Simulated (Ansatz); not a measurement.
# C2H7NSi (SMILES C=N[SiH2]C) at BLYP/6-31G(d) (spherical functions)

What is the electronic atomisation energy of C2H7NSi at BLYP/6-31G* (spherical functions)? 

The results are computed with Ansatz 0.2.0.

63 further runs of the same task are left out: 63 set aside as unsound or not needed. Runs told in other sessions of the task aren't counted.

## Step 1: The structure to begin with

C2H7NSi has 11 atoms, charge 0, and is taken as a singlet. SMILES: `C=N[SiH2]C`. The coordinates come from a PBE0-D4/def2-TZVP relaxation. This is one conformer, not always the lowest.

Bond lengths: C1–N2 1.257 Å, N2–Si3 1.747 Å, Si3–C4 1.862 Å, C1–H5 1.097 Å, C1–H6 1.103 Å, Si3–H7 1.497 Å, Si3–H8 1.486 Å, C4–H9 1.092 Å, C4–H10 1.093 Å, C4–H11 1.092 Å. Some angles: C1–N2–Si3 124.0°, N2–Si3–C4 108.8°, N2–C1–H5 120.4°, N2–C1–H6 124.2°, N2–Si3–H7 110.9°, N2–Si3–H8 106.9°, C4–Si3–H7 110.6°, C4–Si3–H8 110.8°, Si3–C4–H9 110.4°, Si3–C4–H10 110.6°.

## Step 2: The energy at BLYP/6-31G(d) (spherical functions)

in.yaml

```yaml
crystal:
  periodic: [false, false, false]
  atoms:
    - {symbol: C, position_ang: [-0.763200, 2.027200, 0.389900]}
    - {symbol: N, position_ang: [-0.749500, 1.001600, -0.336400]}
    - {symbol: Si, position_ang: [-0.379200, -0.602800, 0.247400]}
    - {symbol: C, position_ang: [1.068600, -1.271000, -0.713200]}
    - {symbol: H, position_ang: [-0.997700, 3.009000, -0.039500]}
    - {symbol: H, position_ang: [-0.550300, 2.023600, 1.471900]}
    - {symbol: H, position_ang: [-0.075100, -0.581600, 1.713400]}
    - {symbol: H, position_ang: [-1.590400, -1.434700, 0.023400]}
    - {symbol: H, position_ang: [0.849500, -1.270200, -1.783000]}
    - {symbol: H, position_ang: [1.292800, -2.296000, -0.407900]}
    - {symbol: H, position_ang: [1.959900, -0.662200, -0.545500]}
basis:
  gaussian: {orbitals: 6-31G_st_-spherical.json}
output: {orbitals: {seedname: orbitals}}
magnetization: {spin_polarized: false}
total_charge: 0
hamiltonian: {xc: {name: BLYP}}
accuracy: high
```

The basis set 6-31G* is read from a file made from the Basis Set Exchange's data (not shown).

Started as:

```bash
$ ansatz run in.yaml --threads 1 --pin off --max-ram 3480MiB --events-out events.jsonl --progress --plain --runs-dir runs
```

What it wrote:

```text
Warning: RAYON_NUM_THREADS=1 ignored (pool sized by the plan → 1); use --threads N
Functional definition: BLYP
  name "BLYP"
  parameter beta = 0.0042
  parameter a = 0.04918
  parameter b = 0.132
  parameter c = 0.2533
  parameter d = 0.349
  exchange = b88_x(beta = beta)
  correlation = lyp_c(a = a, b = b, c = c, d = d)
1802 factors; integrals over basis functions are off by at most 3.9e-9 eV
mean field evaluation 1: about -11540.7752 eV, gradient 7.2e1 eV
mean field evaluation 2: about -11509.8712 eV, gradient 1.3e2 eV
mean field evaluation 4: about -11552.6528 eV, gradient 1.1e1 eV
mean field evaluation 8: about -11552.9110 eV, gradient 2.0e-1 eV
mean field evaluation 16: about -11552.9111 eV, gradient 1.1e-5 eV
mean field -11552.91112499 eV, -424.5616529990 hartree, gradient 8.9e-8 eV, S^2 0.000000; 0 other end points of the search recorded, 0 dependent functions left out
reference -11552.91118130 eV, -424.5616550684 hartree; 20, 20 occupied and 54, 54 virtual orbitals, 1802 factors
Total energy: -11552.91118130 eV, -424.5616550684 hartree
```

Wall time 6 s (1 thread of Arm Neoverse V1, shared host); peak memory 0.2 GiB.

## Step 3: The C atom

job.yaml

```yaml
crystal:
  periodic: [false, false, false]
  atoms:
    - {symbol: C, position_ang: [0.000000, 0.000000, 0.000000]}
basis:
  gaussian: {orbitals: 6-31G_st_-spherical.json}
magnetization: {spin_polarized: true, initial_magnetization: 2}
hamiltonian: {xc: {name: BLYP}}
accuracy: high
```

The basis set 6-31G* is read from a file made from the Basis Set Exchange's data (not shown).

Run the same way, it converges to -37.82999 Eh (log not shown).

## Step 4: The H atom, same level

job.yaml

```yaml
crystal:
  periodic: [false, false, false]
  atoms:
    - {symbol: H, position_ang: [0.000000, 0.000000, 0.000000]}
basis:
  gaussian:
    orbitals: "6-31G*"
magnetization:
  spin_polarized: true
  initial_magnetization: 1
hamiltonian:
  xc: {name: BLYP}
accuracy: high
```

Started as:

```bash
$ ansatz run job.yaml --threads 1 --pin off --max-ram 3480MiB --events-out events.jsonl --progress --plain --runs-dir runs
```

What it wrote, shortened:

```text
Warning: RAYON_NUM_THREADS=1 ignored (pool sized by the plan → 1); use --threads N
[... 9 set-up lines as earlier in the session ...]
3 factors; integrals over basis functions are off by at most 5.4e-10 eV
mean field evaluation 1: about -13.4819 eV, gradient 3.0e-1 eV
mean field evaluation 2: about -13.4827 eV, gradient 2.5e-2 eV
mean field evaluation 4: about -13.4818 eV, gradient 4.7e-6 eV
mean field evaluation 8: about -13.4818 eV, gradient 4.2e-8 eV
mean field -13.48175429 eV, -0.4954453319 hartree, gradient 4.2e-8 eV, S^2 0.750000; 0 other end points of the search recorded, 0 dependent functions left out
reference -13.48177882 eV, -0.4954462333 hartree; 1, 0 occupied and 1, 2 virtual orbitals, 3 factors
Total energy: -13.48177882 eV, -0.4954462333 hartree
```

It took 0.1 s on 1 thread of Arm Neoverse V1, shared host.

## Step 5: The N atom at the same level

job.yaml

```yaml
basis:
  gaussian: {orbitals: 6-31G_st_-spherical.json}
crystal:
  periodic: [false, false, false]
  atoms:
    - symbol: "N"
      position_ang: [0.000000, 0.000000, 0.000000]
magnetization: {spin_polarized: true, initial_magnetization: 3}
hamiltonian: {xc: {name: BLYP}}
accuracy: high
```

The basis set 6-31G* is read from a file made from the Basis Set Exchange's data (not shown).

Run the same way, it converges to -54.56637 Eh (log not shown).

## Step 6: The Si atom, same level

molecule.yaml

```yaml
crystal:
  periodic: [false, false, false]
  atoms:
    - {symbol: Si, position_ang: [0.000000, 0.000000, 0.000000]}
basis:
  gaussian: {orbitals: 6-31G_st_-spherical.json}
magnetization: {spin_polarized: true, initial_magnetization: 2}
hamiltonian: {xc: {name: BLYP}}
accuracy: high
```

The basis set 6-31G* is read from a file made from the Basis Set Exchange's data (not shown).

Run the same way, it converges to -289.35327 Eh (log not shown).

## Step 7: Summary of results

At BLYP/6-31G* (spherical functions):

| quantity | value |
| --- | --- |
| molecule: total energy | -424.56166 Eh |
| molecule: HOMO energy | -5.25 eV |
| molecule: LUMO energy | -1.34 eV |
| molecule: HOMO–LUMO gap | 3.91 eV |
| C atom: total energy | -37.82999 Eh |
| C atom: ⟨S²⟩ | 2.002 |
| H atom: total energy | -0.49545 Eh |
| H atom: ⟨S²⟩ | 0.750 |
| N atom: total energy | -54.56637 Eh |
| N atom: ⟨S²⟩ | 3.752 |
| Si atom: total energy | -289.35327 Eh |
| Si atom: ⟨S²⟩ | 2.002 |
| electronic atomisation energy | 41.196 eV |

In words: Taking the molecule apart into free atoms costs 41.20 eV (950 kcal/mol), before zero-point energy and without spin-orbit coupling.
